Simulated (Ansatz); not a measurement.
## OsRu, space group P-6m2: Fermi-surface readings, step by step

Program: the Ansatz DFT code, driven from Python.

Input file `osru.xyz`:
```text
2
Lattice="2.72701046 0.0 0.0 -1.36350523 2.36166033 0.0 0.0 0.0 4.30032006" Properties=species:S:1:pos:R:3 pbc="T T T"
Ru   -0.00000001    1.57444023    0.00000000
Os    1.36350524    0.78722010    2.15016003
```

Run as a notebook:

In [1]:
```python
from dataclasses import dataclass

import ansatz as az
```

In [2]:
```python
@dataclass(frozen=True)
class Options:
    functional: str = "pbesol"
    cutoff_ev: int = 450
    kmesh: tuple[int, ...] = (9, 9, 5)
    smearing: str = "gaussian"
    smearing_width: float = 0.15
    tolerance: float = 1e-07
```

In [3]:
```python
settings = Options()
```

In [4]:
```python
xtal = az.Crystal.from_extxyz("osru.xyz")
```

In [5]:
```python
job = xtal.calculation()
job = job.functional(settings.functional)
job = job.pseudopotentials("paw").basis(settings.cutoff_ev)
job = job.kpoints(*settings.kmesh).occupations(settings.smearing, width=settings.smearing_width)
job = job.scf(tolerance=settings.tolerance)
job = job.eigenstates(nscf_kmesh=(14, 14, 8), level_slopes=True)
surface = job.run(threads=1).fermi_surface().to_plain()
for way, reading in surface.items():
    if reading:
        rho_lambda = [f"{v:.3e}" for v in reading["resistivity_times_mean_free_path_ohm_m2"]]
        print(f"{way:24s} area {reading['spin_summed_area_per_ang2']:8.3f} 1/A^2  rho*lambda (ohm m^2) {rho_lambda}")
```
```text
DeckWarning: scf.convergence.dr2_threshold = 1e-7 eV is looser than 1e-11 eV, the default for `output.eigenstates.de_dk` on PAW and all-electron files: empty levels that such a close leaves unsettled can have slopes far off; leave scf.convergence.dr2_threshold unset, or set it to the tightest value that every SCF of the run reaches
by_tetrahedra            area   55.546 1/A^2  rho*lambda (ohm m^2) ['6.074e-16', '6.074e-16', '4.634e-16']
by_slopes                area   58.439 1/A^2  rho*lambda (ohm m^2) ['5.612e-16', '5.612e-16', '4.606e-16']
on_every_second_point    area   51.241 1/A^2  rho*lambda (ohm m^2) ['6.188e-16', '6.188e-16', '5.567e-16']
```

What to keep in mind:
- The mesh is modest for a metal, so energies can be off by several to tens of meV an atom and pressures by half a GPa or more; differences at equal mesh fare better.
- Spin-orbit coupling, which matters for elements this heavy, is left out.
- The structure comes from a database of computed cells and needn't be a stable or known phase.
- Warnings are shown shortened and without file and line.
- The three readings differ by the mesh error.
- Hardware and time: 6.3 s on 1 thread of Arm Neoverse V2, on a shared host, peak memory 0.35 GiB.

(Lines on the test bed's own set-up are left out of the output.)
